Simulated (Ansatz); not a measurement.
Crystal: YbH3.

```
Yb H
1.0
     0.00000    2.60497    2.60497
     2.60497    0.00000    2.60497
     2.60497    2.60497    0.00000
Yb H
1 3
Direct
  0.00000 0.00000 0.00000
  0.50000 0.50000 0.50000
  0.25000 0.25000 0.25000
  0.75000 0.75000 0.75000
```

The cell comes from a database or a generator and needn't be the stable form of this composition.

Base run:

- Program: Ansatz 0.2.0
- Functional: PBE
- Potentials or basis: Ansatz PAW
- Cutoff: 420 eV
- Density cutoff: 1680 eV
- k mesh: 9 × 9 × 9
- Occupations: fermi-dirac, width 0.05 eV
- Spin: collinear spin, ferromagnetic start
- Starting moments: [1.0, 0.0, 0.0, 0.0] μB
- Hubbard terms: Yb f U = 6 eV

Its results: band gap on the k mesh none (metal or under the smearing width); pressure -2.1 GPa; net moment 0.00 μB per cell.

Q: The run is repeated on the same cell with these changes: hubbard terms from Yb f U = 6 eV to Yb f U = 5 eV. What comes out?

A: Band gap on the k mesh none (metal or under the smearing width); pressure -3.2 GPa; net moment 0.36 μB per cell; site moments Yb +0.36; H -0.01, +0.00 μB.

Caveats: the magnetic or orbital state may not be the lowest; spin-orbit coupling is left out, which moves the levels of the heavy elements.

Not every run made on this cell is shown here.
